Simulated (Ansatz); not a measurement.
A first try at a scan of the Hubbard U of CuSe, space group P4/nmm, using Ansatz 0.2.0, Python API.

The script, `plus_u_cuse.py`:
```python
import ansatz
import numpy as np


def count_gap(report):
    # lowest empty less highest filled band, counting bands; zero where they overlap
    return max(report.get("gap_by_band_count_ev") or 0.0, 0.0)

lattice = ansatz.Lattice.of(
    (3.77458, 0.0, 0.0),
    (0.0, 3.77458, 0.0),
    (0.0, 0.0, 5.438343),
)
sites = [
    ("Cu", (0.0, 0.0, 0.0)),
    ("Cu", (0.5, 0.5, 0.0)),
    ("Se", (0.5, 0.0, 0.722996)),
    ("Se", (0.0, 0.5, 0.277004)),
]
crystal = ansatz.Crystal(lattice=lattice)
for symbol, position in sites:
    crystal = crystal.atom(symbol, position)

job = (
    crystal.calculation()
    .pseudopotentials("paw", azcp={"folder": "soft_1"})
    .functional("PBEsol")
    .basis(21 * ansatz.Ha)
    .kpoints(6, 6, 4)
    .occupations("Fixed")
    .band_table()
)
rows = []
for u in [1.0, 3.0, 5.0, 7.0]:
    report = job.hubbard("Cu", "d", u_eff=u).run(threads=1).report
    shell = report["hubbard"]["n_scf"]
    rows.append((u, count_gap(report), sum(shell) / len(shell), report["n_iterations"]))
for row in rows:
    print("; ".join(f"{name} = {round(v, 4) if isinstance(v, float) else v}" for name, v in zip(["U_eff eV", "gap by band count eV", "Cu d occupation (projector)", "iterations"], row)))
```

```console
$ python plus_u_cuse.py
DeckWarning: soft_1/Cu.paw.azcp: the record states the generating functional pbe (its physics header spells it `PBE`), which answers neither for hamiltonian.xc's functional nor for the pbesol family's — results may be inconsistent (PPs are generated against a specific XC)
DeckWarning: soft_1/Se.paw.azcp: the record states the generating functional pbe (its physics header spells it `PBE`), which answers neither for hamiltonian.xc's functional nor for the pbesol family's — results may be inconsistent (PPs are generated against a specific XC)
RunWarning: iter 1: σ=0 fill of 35 bands saw a band overlap (occupied 10.5129 eV > unoccupied 7.0347 eV) — on an unconverged iterate often a transient of an unconverged empty band; one that stands at the close is told there (band_overlap_at_count); if the run fails to converge, the spectrum is likely genuinely [...]
RunWarning: a fill by count may have filled part of one level: at k-index 10 the highest filled band, 9.368580 eV, and the lowest empty band, 9.368580 eV, stand 3.553e-15 eV apart, within the solve's uncertainty, 3.162e-4 eV. If they are one level, whatever splits it, however little, can move the result. A smearing [...]
RunWarning: the bands overlap at the fill by count (35 filled at each k-point of a channel): the highest filled level, 10.309523 eV at k-index 0, stands 2.9120 eV over the lowest empty one, 7.397508 eV at k-index 27, so that a fill of the lowest levels lies lower and no gap is reported. A metal, or a carrier in a [...]
U_eff eV = 1.0; gap by band count eV = 0.0; Cu d occupation (projector) = 9.6598; iterations = 10
U_eff eV = 3.0; gap by band count eV = 0.0; Cu d occupation (projector) = 9.7161; iterations = 10
U_eff eV = 5.0; gap by band count eV = 0.0; Cu d occupation (projector) = 9.7641; iterations = 10
U_eff eV = 7.0; gap by band count eV = 0.0; Cu d occupation (projector) = 9.8041; iterations = 11
```
(Warnings from the package without file and line, shortened, repeats left out.)

No error stopped it. What is wrong with the input all the same?

The fault: fixed occupations, though the bands overlap at this level of theory. The change:

```diff
--- before
+++ after
@@ -29,3 +29,3 @@
     .kpoints(6, 6, 4)
-    .occupations("Fixed")
+    .occupations("fermi_dirac", width=0.05)
     .band_table()
```

With that change:

`python plus_u_cuse.py` gives:
```text
DeckWarning: soft_1/Cu.paw.azcp: the record states the generating functional pbe (its physics header spells it `PBE`), which answers neither for hamiltonian.xc's functional nor for the pbesol family's — results may be inconsistent (PPs are generated against a specific XC)
DeckWarning: soft_1/Se.paw.azcp: the record states the generating functional pbe (its physics header spells it `PBE`), which answers neither for hamiltonian.xc's functional nor for the pbesol family's — results may be inconsistent (PPs are generated against a specific XC)
U_eff eV = 1.0; gap by band count eV = 0.0; Cu d occupation (projector) = 9.6918; iterations = 11
U_eff eV = 3.0; gap by band count eV = 0.0; Cu d occupation (projector) = 9.7385; iterations = 11
U_eff eV = 5.0; gap by band count eV = 0.0; Cu d occupation (projector) = 9.7787; iterations = 11
U_eff eV = 7.0; gap by band count eV = 0.0; Cu d occupation (projector) = 9.8127; iterations = 11
```
(Warnings from the package without file and line.)

Reading the output:
- The mesh is modest for a metal, so energies can be off by several to tens of meV an atom and pressures by half a GPa or more; differences at equal mesh fare better.
- A gap by band count of zero or less means overlapping bands, a metal.
- A Hubbard U without spin forces both spins into the same orbitals, which can open a gap or pick a state that a spin-polarised run wouldn't.
- The PAW files read here were made with PBE, not with each functional that runs on them.
- This cell is a computed structure, which may not be the phase found in nature.
- Gaps and levels are Kohn-Sham values on a finite set of k-points, without spin-orbit coupling.
- Shell occupations and the effect of U depend on the projectors; a run with no .spin step is spin-unpolarised, and each U may end in a state that isn't the lowest.
- By the engine's processor time: 34 s on 1 thread of Intel(R) Xeon(R) Processor @ 2.30GHz, with other jobs on the host, peak memory 0.6 GiB.
